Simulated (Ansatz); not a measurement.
# Tl: squeezing one contact

The task here is to estimate one member of a computed series from the others.

Program: Ansatz 0.2.0. Level of theory: DFT PBEsol, with the methods named in each step. These are calculated values, not measurements.

2 further runs of the same task are left out: 2 that didn't finish.

## The structure to begin with

Symmetry: Fd-3m, No. 227, cubic system. Conventional cell: a = 6.803 Å, b = 6.803 Å, c = 6.803 Å, α = 90.00°, β = 90.00°, γ = 90.00°. Tl (site symmetry -43m) has 4 Tl at 2.95 Å as nearest neighbours.

As a file:

```cif
data_structure
_symmetry_space_group_name_H-M 'P 1'
_symmetry_Int_Tables_number 1
_cell_length_a 4.8108
_cell_length_b 4.8108
_cell_length_c 4.8108
_cell_angle_alpha 60.000
_cell_angle_beta 60.000
_cell_angle_gamma 60.000
_cell_volume 78.73
loop_
_atom_site_label
_atom_site_type_symbol
_atom_site_fract_x
_atom_site_fract_y
_atom_site_fract_z
_atom_site_occupancy
Tl1 Tl 0.87500 0.87500 0.87500 1
Tl2 Tl 0.12500 0.12500 0.12500 1
```

Atoms are numbered in the order of the input: Tl1, Tl2.

The first run:

File input.yaml:

```yaml
crystal:
  lattice:
    - [0.0, 3.4017220227, 3.4017220227]
    - [3.4017220227, 0.0, 3.4017220227]
    - [3.4017220227, 3.4017220227, 0.0]
  atoms:
    - { symbol: Tl, position: [-0.125, -0.125, -0.125] }
    - { symbol: Tl, position: [0.125, 0.125, 0.125] }
kpoints:
  mp_grid: { grid: [8, 8, 8] }
scf:
  occupations: { method: fermi_dirac, width: 0.05 }
hamiltonian:
  xc: pbesol
  pseudopotentials: { kind: all_electron, lapw: { basis_error: 0.001 } }
output:
  forces: true
  stress: true
  eigenvalues: true
  populations: true
```

Launch:

```bash
$ ansatz run input.yaml --threads 1 --pin off --max-ram 2048MiB --backend cpu --events-out ev --progress --plain --runs-dir out
```

Steps of the session up to this table: The bond as given, LAPW; Shortest bond scaled by 1, crystal datasets; Shortest bond scaled by 1.1, LAPW; Shortest bond scaled by 0.7, LAPW; Shortest bond scaled by 0.64, LAPW; Shortest bond scaled by 0.58, LAPW.

One table of the session follows, with a row left open; its other results are not shown here.

| method | length (Å) | F from the given length (eV/cell) | force along the bond (eV/Å) | pressure (GPa) | largest force (eV/Å) |
| --- | --- | --- | --- | --- | --- |
| LAPW | 1.709 | 21.640 | 88.647 | 97.96 | 88.647 |
| LAPW | 1.885 | ? | ? | ? | ? |
| LAPW | 2.062 | 4.980 | 21.372 | 25.80 | 21.372 |
| LAPW | 2.946 | 0.000 | 0.000 | 0.71 | 0.000 |
| LAPW | 3.241 | 0.070 | -0.340 | 1.28 | 0.340 |
| PAW | 1.709 | 21.058 | 83.105 | 91.59 | 83.105 |
| PAW | 1.885 | 10.357 | 42.245 | 49.50 | 42.245 |
| PAW | 2.062 | 4.964 | 21.166 | 25.51 | 21.166 |
| PAW | 2.946 | 0.000 | 0.000 | 0.70 | 0.000 |
| PAW | 3.241 | 0.070 | -0.340 | 1.28 | 0.340 |
| PAW (source ansatz) | 1.709 | – | 87.668 | 96.86 | 87.668 |
| crystal datasets | 2.946 | – | 0.000 | 0.71 | 0.000 |

**Question.** Estimate the row for LAPW, 1.885.

**Answer.** F from the given length (eV/cell): 10.466; force along the bond (eV/Å): 43.299; pressure (GPa): 50.81; largest force (eV/Å): 43.299.

Caveats from the session: Rows by PAW come from runs of the same series that aren't printed here. Warnings in the runs' records: gradients without spin orbit, crystal datasets made.
